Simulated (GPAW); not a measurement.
# Mo (Im-3m) in GPAW: elastic constants with PBEsol

Aim: the elastic constants of Mo with PBEsol.

Everything below comes from runs of GPAW 26.7.0. Logs are shortened: lines on timing, memory, paths and dates and some standing lists are left out, and cuts for length are marked. The log counts tension as positive stress, the text compression.

## (1) Starting point

Symmetry: Im-3m, No. 229, cubic system. The conventional cell has a = 3.160 Å, b = 3.160 Å, c = 3.160 Å, α = 90.00°, β = 90.00°, γ = 90.00°. Around Mo (site symmetry m-3m) lie 8 Mo at 2.74 Å.

The cell was built by a generator and needn't be a form met in nature.

## (2) Elastic constants, PBEsol, 15.78 Å³/atom

run.py

```python
import json
import numpy as np
import spglib
from ase import Atoms
from ase.constraints import FixSymmetry
from ase.filters import FrechetCellFilter
from ase.io import write
from ase.optimize import BFGS
from ase.stress import full_3x3_to_voigt_6_stress, voigt_6_to_full_3x3_strain, voigt_6_to_full_3x3_stress
from ase.units import GPa
from ase.parallel import parprint
from gpaw import GPAW, PW, setup_paths

setup_paths.insert(0, '.')

atoms = Atoms(['Mo'],
              cell=[[-1.58, 1.58, 1.58],
                    [1.58, -1.58, 1.58],
                    [1.58, 1.58, -1.58]],
              scaled_positions=[[0.0, 0.0, 0.0]],
              pbc=True)

calc = GPAW(mode=PW(600),
            xc='PBEsol',
            kpts={'size': (18, 18, 18), 'gamma': True},
            occupations={'name': 'fermi-dirac', 'width': 0.1},
            nbands=16,
            convergence={'density': 1e-06, 'eigenstates': 1e-09},
            maxiter=150,
            txt='gpaw.txt')
atoms.calc = calc
atoms.set_constraint(FixSymmetry(atoms))
BFGS(FrechetCellFilter(atoms), trajectory='relax.traj', logfile='-').run(fmax=0.005, steps=40)
atoms.set_constraint()
energy = atoms.get_potential_energy()
forces = atoms.get_forces()
stress = atoms.get_stress()
calc.write('gs.gpw')
write('result.traj', atoms)
parprint('Cell:', atoms.cell.cellpar().round(4))
parprint(atoms.get_scaled_positions().round(5))

gpts = tuple(int(n) for n in calc.get_number_of_grid_points())
cell = atoms.cell[:].T
dataset = spglib.get_symmetry((atoms.cell[:], atoms.get_scaled_positions(), atoms.numbers), symprec=1e-4)
rotations = [cell @ w @ np.linalg.inv(cell) for w in dataset['rotations']]
strains, clamped, relaxed = [], [], []
for v in [0, 3]:
    for e in (-0.005, 0.005):
        voigt = np.zeros(6)
        voigt[v] = e
        F = voigt_6_to_full_3x3_strain(voigt)
        a = atoms.copy()
        a.set_cell(atoms.cell[:] @ F, scale_atoms=True)
        c = GPAW(mode=PW(600),
                 xc='PBEsol',
                 kpts={'size': (18, 18, 18), 'gamma': True},
                 occupations={'name': 'fermi-dirac', 'width': 0.1},
                 nbands=16,
                 convergence={'density': 1e-06, 'eigenstates': 1e-09},
                 maxiter=150,
                 gpts=gpts,
                 txt=f'strain-{v}{e:+.3f}.txt')
        a.calc = c
        s0 = s1 = a.get_stress() - stress
        parprint(v, e, 'clamped', (s0 / GPa).round(3), 'relaxed', (s1 / GPa).round(3), flush=True)
        for R in rotations:  # images under the point group
            eps = R @ (F - np.eye(3)) @ R.T
            strains.append(full_3x3_to_voigt_6_stress(eps) * [1, 1, 1, 2, 2, 2])
            for s, rows in ((s0, clamped), (s1, relaxed)):
                rows.append(full_3x3_to_voigt_6_stress(R @ voigt_6_to_full_3x3_stress(s) @ R.T))

C0, C = (np.linalg.lstsq(np.array(strains), np.array(s), rcond=None)[0].T / GPa for s in (clamped, relaxed))
parprint('Clamped-ion Cij (GPa):')
parprint(C0.round(1))
parprint('Relaxed-ion Cij (GPa):')
parprint(C.round(1))
json.dump({'clamped': C0.tolist(), 'relaxed': C.tolist()}, open('elastic.json', 'w'))
```

Potentials or basis: PAW data sets generated in the run's folder for this functional, pw.

Run with:

```
gpaw-setup -f PBEsol Mo
OMP_NUM_THREADS=1 mpirun -n 4 gpaw python run.py
```

gpaw.txt:

```text
__  _  _
 | _ |_)|_||  |
 |__||  | ||/\| - 26.7.0

Input parameters:
  mode=PW(ecut=600.0),
  convergence={'density': 1e-06, 'eigenstates': 1e-09},
  kpts=MonkhorstPack(size=(18, 18, 18), gamma=True),
  maxiter=150,
  nbands=16,
  occupations=Occupations(name='fermi-dirac', width=0.1),
  xc=XC(name='PBEsol')

Diagonalizing LCAO Hamiltonian
Converting LCAO to pw mode

       Mo

Atoms  # Å, Bohr magnetons
|   | symbol |        x |        y |        z |    initial magnetic moments |
|---|--------|----------|----------|----------|-----------------------------|
| 0 |     Mo | 0.000000 | 0.000000 | 0.000000 | ( 0.0000,  0.0000,  0.0000) |

Unit cell  # Å
| periodic |         x |         y |         z |  lengths |     angles |
|----------|-----------|-----------|-----------|----------|------------|
|      yes | -1.580000 |  1.580000 |  1.580000 | 2.736640 | 109.471221 |
|      yes |  1.580000 | -1.580000 |  1.580000 | 2.736640 | 109.471221 |
|      yes |  1.580000 |  1.580000 | -1.580000 | 2.736640 | 109.471221 |

Number of symmetries: 48
Symmetry operations  # r_c * U_cc + t_c -> r_c
|    | kind |            matrix            |
|----|------|------------------------------|
|  0 |  σ   |  1, 1, 1,  0, 0,-1,  0,-1, 0 |
|  1 |  C4  |  1, 1, 1,  0, 0,-1, -1, 0, 0 |
|  2 |  C2  |  1, 1, 1,  0,-1, 0,  0, 0,-1 |
|  3 |  S6  |  1, 1, 1,  0,-1, 0, -1, 0, 0 |
|  4 |  S6  |  1, 1, 1, -1, 0, 0,  0, 0,-1 |
|  5 |  C4  |  1, 1, 1, -1, 0, 0,  0,-1, 0 |
|  6 |  E   |  1, 0, 0,  0, 1, 0,  0, 0, 1 |
|  7 |  σ   |  1, 0, 0,  0, 1, 0, -1,-1,-1 |
|  8 |  σ   |  1, 0, 0,  0, 0, 1,  0, 1, 0 |
|  9 |  C3  |  1, 0, 0,  0, 0, 1, -1,-1,-1 |
| 10 |  C3  |  1, 0, 0, -1,-1,-1,  0, 1, 0 |
| 11 |  σ   |  1, 0, 0, -1,-1,-1,  0, 0, 1 |
| 12 |  σ   |  0, 1, 0,  1, 0, 0,  0, 0, 1 |
| 13 |  C2  |  0, 1, 0,  1, 0, 0, -1,-1,-1 |
| 14 |  C3  |  0, 1, 0,  0, 0, 1,  1, 0, 0 |
| 15 |  S4  |  0, 1, 0,  0, 0, 1, -1,-1,-1 |
| 16 |  S4  |  0, 1, 0, -1,-1,-1,  1, 0, 0 |
| 17 |  C3  |  0, 1, 0, -1,-1,-1,  0, 0, 1 |
| 18 |  C3  |  0, 0, 1,  1, 0, 0,  0, 1, 0 |
| 19 |  S4  |  0, 0, 1,  1, 0, 0, -1,-1,-1 |
| 20 |  σ   |  0, 0, 1,  0, 1, 0,  1, 0, 0 |
| 21 |  C3  |  0, 0, 1,  0, 1, 0, -1,-1,-1 |
| 22 |  C2  |  0, 0, 1, -1,-1,-1,  1, 0, 0 |
| 23 |  S4  |  0, 0, 1, -1,-1,-1,  0, 1, 0 |
| 24 |  C4  |  0, 0,-1,  1, 1, 1,  0,-1, 0 |
| 25 |  σ   |  0, 0,-1,  1, 1, 1, -1, 0, 0 |
| 26 |  S6  |  0, 0,-1,  0,-1, 0,  1, 1, 1 |
| 27 |  C2  |  0, 0,-1,  0,-1, 0, -1, 0, 0 |
| 28 |  C4  |  0, 0,-1, -1, 0, 0,  1, 1, 1 |
| 29 |  S6  |  0, 0,-1, -1, 0, 0,  0,-1, 0 |
| 30 |  S6  |  0,-1, 0,  1, 1, 1,  0, 0,-1 |
| 31 |  C4  |  0,-1, 0,  1, 1, 1, -1, 0, 0 |
| 32 |  C4  |  0,-1, 0,  0, 0,-1,  1, 1, 1 |
| 33 |  S6  |  0,-1, 0,  0, 0,-1, -1, 0, 0 |
| 34 |  σ   |  0,-1, 0, -1, 0, 0,  1, 1, 1 |
| 35 |  C2  |  0,-1, 0, -1, 0, 0,  0, 0,-1 |
| 36 |  C2  | -1, 0, 0,  1, 1, 1,  0, 0,-1 |
| 37 |  S6  | -1, 0, 0,  1, 1, 1,  0,-1, 0 |
[... 149 lines left out ...]
Fermi level: 13.246
Eigenvalues  # (at kpt = [-0.000, -0.000, -0.000])
| band index |      eig [eV] | occ [0-2] |
|------------|---------------|-----------|
|          0 |       -47.995 |     2.000 |
|          1 |       -21.343 |     2.000 |
|          2 |       -21.343 |     2.000 |
|          3 |       -21.343 |     2.000 |
|          4 |         6.059 |     2.000 |
|          5 |        11.917 |     2.000 |
[... 8 lines left out ...]
|         14 |        39.287 |     0.000 |
|         15 |        42.871 |     0.000 |

No gap
No difference between direct/indirect transitions

Stress tensor  # eV/Ang^3
|         x |         y |         z |
|-----------|-----------|-----------|
|  0.049636 | -0.000000 | -0.000000 |
| -0.000000 |  0.049636 | -0.000000 |
| -0.000000 | -0.000000 |  0.049636 |

Forces  # eV/Ang
|        x |        y |       z |
|----------|----------|---------|
| -0.00000 | -0.00000 | 0.00000 |  # Mo   0

Interpolating wave functions to new cell

       Mo

Atoms  # Å, Bohr magnetons
|   | symbol |        x |        y |        z |    initial magnetic moments |
|---|--------|----------|----------|----------|-----------------------------|
| 0 |     Mo | 0.000000 | 0.000000 | 0.000000 | ( 0.0000,  0.0000,  0.0000) |

Unit cell  # Å
| periodic |         x |         y |         z |  lengths |     angles |
|----------|-----------|-----------|-----------|----------|------------|
|      yes | -1.562422 |  1.562422 |  1.562422 | 2.706195 | 109.471221 |
|      yes |  1.562422 | -1.562422 |  1.562422 | 2.706195 | 109.471221 |
|      yes |  1.562422 |  1.562422 | -1.562422 | 2.706195 | 109.471221 |

Number of symmetries: 48
Symmetry operations  # r_c * U_cc + t_c -> r_c
|    | kind |            matrix            |
|----|------|------------------------------|
|  0 |  σ   |  1, 1, 1,  0, 0,-1,  0,-1, 0 |
|  1 |  C4  |  1, 1, 1,  0, 0,-1, -1, 0, 0 |
|  2 |  C2  |  1, 1, 1,  0,-1, 0,  0, 0,-1 |
|  3 |  S6  |  1, 1, 1,  0,-1, 0, -1, 0, 0 |
|  4 |  S6  |  1, 1, 1, -1, 0, 0,  0, 0,-1 |
|  5 |  C4  |  1, 1, 1, -1, 0, 0,  0,-1, 0 |
|  6 |  E   |  1, 0, 0,  0, 1, 0,  0, 0, 1 |
|  7 |  σ   |  1, 0, 0,  0, 1, 0, -1,-1,-1 |
|  8 |  σ   |  1, 0, 0,  0, 0, 1,  0, 1, 0 |
|  9 |  C3  |  1, 0, 0,  0, 0, 1, -1,-1,-1 |
| 10 |  C3  |  1, 0, 0, -1,-1,-1,  0, 1, 0 |
| 11 |  σ   |  1, 0, 0, -1,-1,-1,  0, 0, 1 |
| 12 |  σ   |  0, 1, 0,  1, 0, 0,  0, 0, 1 |
| 13 |  C2  |  0, 1, 0,  1, 0, 0, -1,-1,-1 |
| 14 |  C3  |  0, 1, 0,  0, 0, 1,  1, 0, 0 |
| 15 |  S4  |  0, 1, 0,  0, 0, 1, -1,-1,-1 |
| 16 |  S4  |  0, 1, 0, -1,-1,-1,  1, 0, 0 |
| 17 |  C3  |  0, 1, 0, -1,-1,-1,  0, 0, 1 |
| 18 |  C3  |  0, 0, 1,  1, 0, 0,  0, 1, 0 |
| 19 |  S4  |  0, 0, 1,  1, 0, 0, -1,-1,-1 |
| 20 |  σ   |  0, 0, 1,  0, 1, 0,  1, 0, 0 |
| 21 |  C3  |  0, 0, 1,  0, 1, 0, -1,-1,-1 |
| 22 |  C2  |  0, 0, 1, -1,-1,-1,  1, 0, 0 |
| 23 |  S4  |  0, 0, 1, -1,-1,-1,  0, 1, 0 |
| 24 |  C4  |  0, 0,-1,  1, 1, 1,  0,-1, 0 |
| 25 |  σ   |  0, 0,-1,  1, 1, 1, -1, 0, 0 |
| 26 |  S6  |  0, 0,-1,  0,-1, 0,  1, 1, 1 |
| 27 |  C2  |  0, 0,-1,  0,-1, 0, -1, 0, 0 |
| 28 |  C4  |  0, 0,-1, -1, 0, 0,  1, 1, 1 |
| 29 |  S6  |  0, 0,-1, -1, 0, 0,  0,-1, 0 |
| 30 |  S6  |  0,-1, 0,  1, 1, 1,  0, 0,-1 |
| 31 |  C4  |  0,-1, 0,  1, 1, 1, -1, 0, 0 |
| 32 |  C4  |  0,-1, 0,  0, 0,-1,  1, 1, 1 |
| 33 |  S6  |  0,-1, 0,  0, 0,-1, -1, 0, 0 |
| 34 |  σ   |  0,-1, 0, -1, 0, 0,  1, 1, 1 |
| 35 |  C2  |  0,-1, 0, -1, 0, 0,  0, 0,-1 |
| 36 |  C2  | -1, 0, 0,  1, 1, 1,  0, 0,-1 |
| 37 |  S6  | -1, 0, 0,  1, 1, 1,  0,-1, 0 |
[... 148 lines left out ...]
Fermi level: 13.824
Eigenvalues  # (at kpt = [-0.000, -0.000, -0.000])
| band index |      eig [eV] | occ [0-2] |
|------------|---------------|-----------|
|          0 |       -47.429 |     2.000 |
|          1 |       -20.699 |     2.000 |
|          2 |       -20.699 |     2.000 |
|          3 |       -20.699 |     2.000 |
|          4 |         6.523 |     2.000 |
|          5 |        12.425 |     2.000 |
[... 8 lines left out ...]
|         14 |        40.359 |     0.000 |
|         15 |        44.205 |     0.000 |

No gap
No difference between direct/indirect transitions

Stress tensor  # eV/Ang^3
|         x |         y |         z |
|-----------|-----------|-----------|
| -0.005216 |  0.000000 | -0.000000 |
|  0.000000 | -0.005216 |  0.000000 |
| -0.000000 |  0.000000 | -0.005216 |

Forces  # eV/Ang
|       x |        y |       z |
|---------|----------|---------|
| 0.00000 | -0.00000 | 0.00000 |  # Mo   0

Interpolating wave functions to new cell

       Mo

Atoms  # Å, Bohr magnetons
|   | symbol |        x |        y |        z |    initial magnetic moments |
|---|--------|----------|----------|----------|-----------------------------|
| 0 |     Mo | 0.000000 | 0.000000 | 0.000000 | ( 0.0000,  0.0000,  0.0000) |

Unit cell  # Å
| periodic |         x |         y |         z |  lengths |     angles |
|----------|-----------|-----------|-----------|----------|------------|
|      yes | -1.564036 |  1.564036 |  1.564036 | 2.708989 | 109.471221 |
|      yes |  1.564036 | -1.564036 |  1.564036 | 2.708989 | 109.471221 |
|      yes |  1.564036 |  1.564036 | -1.564036 | 2.708989 | 109.471221 |

Number of symmetries: 48
Symmetry operations  # r_c * U_cc + t_c -> r_c
|    | kind |            matrix            |
|----|------|------------------------------|
|  0 |  σ   |  1, 1, 1,  0, 0,-1,  0,-1, 0 |
|  1 |  C4  |  1, 1, 1,  0, 0,-1, -1, 0, 0 |
|  2 |  C2  |  1, 1, 1,  0,-1, 0,  0, 0,-1 |
|  3 |  S6  |  1, 1, 1,  0,-1, 0, -1, 0, 0 |
|  4 |  S6  |  1, 1, 1, -1, 0, 0,  0, 0,-1 |
|  5 |  C4  |  1, 1, 1, -1, 0, 0,  0,-1, 0 |
|  6 |  E   |  1, 0, 0,  0, 1, 0,  0, 0, 1 |
|  7 |  σ   |  1, 0, 0,  0, 1, 0, -1,-1,-1 |
|  8 |  σ   |  1, 0, 0,  0, 0, 1,  0, 1, 0 |
|  9 |  C3  |  1, 0, 0,  0, 0, 1, -1,-1,-1 |
| 10 |  C3  |  1, 0, 0, -1,-1,-1,  0, 1, 0 |
| 11 |  σ   |  1, 0, 0, -1,-1,-1,  0, 0, 1 |
| 12 |  σ   |  0, 1, 0,  1, 0, 0,  0, 0, 1 |
| 13 |  C2  |  0, 1, 0,  1, 0, 0, -1,-1,-1 |
| 14 |  C3  |  0, 1, 0,  0, 0, 1,  1, 0, 0 |
| 15 |  S4  |  0, 1, 0,  0, 0, 1, -1,-1,-1 |
| 16 |  S4  |  0, 1, 0, -1,-1,-1,  1, 0, 0 |
| 17 |  C3  |  0, 1, 0, -1,-1,-1,  0, 0, 1 |
| 18 |  C3  |  0, 0, 1,  1, 0, 0,  0, 1, 0 |
| 19 |  S4  |  0, 0, 1,  1, 0, 0, -1,-1,-1 |
| 20 |  σ   |  0, 0, 1,  0, 1, 0,  1, 0, 0 |
| 21 |  C3  |  0, 0, 1,  0, 1, 0, -1,-1,-1 |
| 22 |  C2  |  0, 0, 1, -1,-1,-1,  1, 0, 0 |
| 23 |  S4  |  0, 0, 1, -1,-1,-1,  0, 1, 0 |
| 24 |  C4  |  0, 0,-1,  1, 1, 1,  0,-1, 0 |
| 25 |  σ   |  0, 0,-1,  1, 1, 1, -1, 0, 0 |
| 26 |  S6  |  0, 0,-1,  0,-1, 0,  1, 1, 1 |
| 27 |  C2  |  0, 0,-1,  0,-1, 0, -1, 0, 0 |
| 28 |  C4  |  0, 0,-1, -1, 0, 0,  1, 1, 1 |
| 29 |  S6  |  0, 0,-1, -1, 0, 0,  0,-1, 0 |
| 30 |  S6  |  0,-1, 0,  1, 1, 1,  0, 0,-1 |
| 31 |  C4  |  0,-1, 0,  1, 1, 1, -1, 0, 0 |
| 32 |  C4  |  0,-1, 0,  0, 0,-1,  1, 1, 1 |
| 33 |  S6  |  0,-1, 0,  0, 0,-1, -1, 0, 0 |
| 34 |  σ   |  0,-1, 0, -1, 0, 0,  1, 1, 1 |
| 35 |  C2  |  0,-1, 0, -1, 0, 0,  0, 0,-1 |
| 36 |  C2  | -1, 0, 0,  1, 1, 1,  0, 0,-1 |
| 37 |  S6  | -1, 0, 0,  1, 1, 1,  0,-1, 0 |
[... 147 lines left out ...]
Fermi level: 13.770
Eigenvalues  # (at kpt = [-0.000, -0.000, -0.000])
| band index |      eig [eV] | occ [0-2] |
|------------|---------------|-----------|
|          0 |       -47.482 |     2.000 |
|          1 |       -20.759 |     2.000 |
|          2 |       -20.759 |     2.000 |
|          3 |       -20.759 |     2.000 |
|          4 |         6.480 |     2.000 |
|          5 |        12.377 |     2.000 |
[... 8 lines left out ...]
|         14 |        40.259 |     0.000 |
|         15 |        44.081 |     0.000 |

No gap
No difference between direct/indirect transitions

Stress tensor  # eV/Ang^3
|         x |         y |         z |
|-----------|-----------|-----------|
|  0.000181 | -0.000000 | -0.000000 |
| -0.000000 |  0.000181 |  0.000000 |
| -0.000000 |  0.000000 |  0.000181 |

Forces  # eV/Ang
|       x |       y |        z |
|---------|---------|----------|
| 0.00000 | 0.00000 | -0.00000 |  # Mo   0

# Writing to gs.gpw (mode='')
```

Wall time 69 s (4 MPI ranks of Intel Xeon 6975P-C (Granite Rapids), shared host); peak memory 0.26 GiB.

What came out:

- Free energy: -12.1053 eV
- Relaxed volume: 15.30 Å³/atom
- Relaxed cell: a = 2.709 Å, b = 2.709 Å, c = 2.709 Å, α = 109.47°, β = 109.47°, γ = 109.47°
- Space group after relaxing (to 0.05 Å): Im-3m (No. 229)
- Pressure after relaxing: 0.0 GPa
- Band gap on the k mesh: none (metal or under the smearing width)
- Elastic constants C11, C12, C44: 489, 172, 112 GPa
- Voigt bulk modulus: 278 GPa
- Bulk modulus (Hill): 278 GPa
- Shear modulus (Hill): 129 GPa
- Young's modulus: 335 GPa
- Poisson's ratio (from the elastic constants): 0.30

Caveat: the density grid can change from cell to cell, which puts small steps into energies and stress; elastic constants of metals need much finer meshes, so these are rough.
